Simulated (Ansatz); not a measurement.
# C8H18O: up Jacob's ladder to CCSD(T)

An exercise on one series of results from a longer session: the logs are not shown, and one member is left open.

The runs use Ansatz 0.2.0, Gaussian basis; functionals in def2-TZVPP, the program's frozen cores in correlated methods.

Levels to be run: LDA (SPW92), PBE-D4, revPBE-D4, BLYP-D4, r2SCAN-D4, B97M-V, PBE0-D4, B3LYP-D4, r2SCANh-D4, r2SCAN0-D4, HSE06-D4, BHLYP-D4, CAM-B3LYP-D4, LC-ωPBE, ωB97X-V, ωB97M-V, B2PLYP, PBE-QIDH; CCSD(T)/def2-SVP; CCSD(T)/def2-TZVPP; MP2/def2-QZVPP; extrapolation to the limit; RPA on PBE.

## The relaxed structure

The geometry comes from an earlier relaxation with PBE0-D4 in a triple-zeta def2 set; it is a stationary point, not always the lowest conformer.

SMILES `CCCCOCCCC`, 27 atoms, charge 0, spin multiplicity 1.

Atoms are counted from 1 here; the program's logs count them from 0.

Bond lengths: C1–C2 1.519 Å, C1–H10 1.094 Å, C1–H11 1.092 Å, C1–H12 1.093 Å, C2–C3 1.520 Å, C2–H13 1.096 Å, C2–H14 1.096 Å, C3–C4 1.517 Å, C3–H15 1.096 Å, C3–H16 1.095 Å, C4–O5 1.409 Å, C4–H17 1.095 Å, C4–H18 1.100 Å, O5–C6 1.409 Å, C6–C7 1.517 Å, C6–H19 1.095 Å, C6–H20 1.100 Å, C7–C8 1.520 Å and more. Angles: C2–C1–H10 111.1°, C2–C1–H11 111.6°, C2–C1–H12 111.1°, H10–C1–H11 107.7°, H10–C1–H12 107.5°, H11–C1–H12 107.7°, C1–C2–C3 112.9°, C1–C2–H13 109.5°, C1–C2–H14 109.5°, C3–C2–H13 109.3°, C3–C2–H14 109.4°, H13–C2–H14 105.9°, C2–C3–C4 112.4°, C2–C3–H15 109.5°, C2–C3–H16 110.1°, C4–C3–H15 109.7°, C4–C3–H16 108.5°, H15–C3–H16 106.5° and more.

Set-up of the first run:

Contents of in.yaml:

```yaml
crystal:
  periodic: [false, false, false]
  atoms:
    - {symbol: C, position_ang: [-3.365419, -2.110390, -1.964112]}
    - {symbol: C, position_ang: [-2.082236, -1.311844, -2.114518]}
    - {symbol: C, position_ang: [-1.905849, -0.264809, -1.027348]}
    - {symbol: C, position_ang: [-0.631189, 0.539912, -1.200374]}
    - {symbol: O, position_ang: [-0.470768, 1.531566, -0.212659]}
    - {symbol: C, position_ang: [0.134078, 1.077461, 0.975888]}
    - {symbol: C, position_ang: [1.649915, 1.097422, 0.911757]}
    - {symbol: C, position_ang: [2.290986, 0.632844, 2.208880]}
    - {symbol: C, position_ang: [3.808761, 0.667856, 2.164264]}
    - {symbol: H, position_ang: [-3.391297, -2.636302, -1.005611]}
    - {symbol: H, position_ang: [-3.470215, -2.856159, -2.755402]}
    - {symbol: H, position_ang: [-4.241491, -1.457280, -2.003837]}
    - {symbol: H, position_ang: [-2.068253, -0.821697, -3.095124]}
    - {symbol: H, position_ang: [-1.223230, -1.993117, -2.105974]}
    - {symbol: H, position_ang: [-1.903555, -0.753620, -0.046235]}
    - {symbol: H, position_ang: [-2.755672, 0.426123, -1.027906]}
    - {symbol: H, position_ang: [-0.652681, 1.063135, -2.161496]}
    - {symbol: H, position_ang: [0.238673, -0.132753, -1.223535]}
    - {symbol: H, position_ang: [-0.210475, 1.745472, 1.771515]}
    - {symbol: H, position_ang: [-0.218770, 0.067921, 1.232806]}
    - {symbol: H, position_ang: [1.974228, 2.116356, 0.674725]}
    - {symbol: H, position_ang: [1.992923, 0.462419, 0.086748]}
    - {symbol: H, position_ang: [1.933900, 1.259898, 3.034302]}
    - {symbol: H, position_ang: [1.954215, -0.385409, 2.436582]}
    - {symbol: H, position_ang: [4.172862, 1.680880, 1.972307]}
    - {symbol: H, position_ang: [4.246796, 0.329737, 3.106120]}
    - {symbol: H, position_ang: [4.193763, 0.024369, 1.368225]}
basis:
  gaussian: {orbitals: def2-TZVPP}
hamiltonian: {xc: lda}
output: {orbitals: {seedname: orbitals}}
```

Launch:

```bash
$ ansatz run in.yaml --threads 5 --pin off --events-out ev --progress --plain --max-ram 66560MiB --backend cuda --devices 0, --max-vram 37GiB
```

Among the steps run: LDA; PBE-D4 (GGA); revPBE-D4 (GGA); BLYP-D4 (GGA); r2SCAN-D4 (meta-GGA); B97M-V (meta-GGA); PBE0-D4 (hybrid); B3LYP-D4 (hybrid); r2SCANh-D4 (hybrid); r2SCAN0-D4 (hybrid); HSE06-D4 (hybrid); BHLYP-D4 (hybrid); CAM-B3LYP-D4 (range-separated); LC-ωPBE (range-separated); ωB97X-V (range-separated); ωB97M-V (range-separated); B2PLYP (double hybrid); PBE-QIDH (double hybrid).

One of the session's tables, all rows but one given; the rest of the session is left out.

It belongs to the step «Orbital energies across the functionals». 

| functional | HOMO (eV) | LUMO (eV) | gap (eV) |
| --- | --- | --- | --- |
| LDA (SPW92) | -5.71 | 0.05 | 5.76 |
| PBE-D4 | -5.55 | 0.27 | 5.81 |
| revPBE-D4 | -5.48 | 0.38 | 5.86 |
| BLYP-D4 | -5.45 | 0.28 | 5.73 |
| r2SCAN-D4 | -5.85 | 0.95 | 6.79 |
| B97M-V | -6.05 | 0.40 | 6.45 |
| PBE0-D4 | -7.09 | 1.06 | 8.15 |
| B3LYP-D4 | -6.86 | 0.73 | 7.59 |
| r2SCANh-D4 | -6.43 | 1.17 | 7.60 |
| r2SCAN0-D4 | -7.31 | 1.50 | 8.81 |
| HSE06-D4 | -6.68 | 0.69 | 7.37 |
| BHLYP-D4 | ? | ? | ? |
| CAM-B3LYP-D4 | -8.53 | 1.82 | 10.35 |
| LC-ωPBE | -9.82 | 3.12 | 12.93 |
| ωB97X-V | -9.53 | 2.89 | 12.42 |
| ωB97M-V | -9.49 | 2.48 | 11.96 |

Estimate the missing values for BHLYP-D4.

Worked estimate for «HOMO (eV)». Against the share of exact exchange, BLYP-D4 (0, -5.45), B3LYP-D4 (0.2, -6.86) give a slope of -7.05 per unit share; at 0.5 the line stands at -8.97.

As computed: HOMO (eV): -8.59; LUMO (eV): 1.66; gap (eV): 10.25. In «HOMO (eV)» the line misses by -0.38.
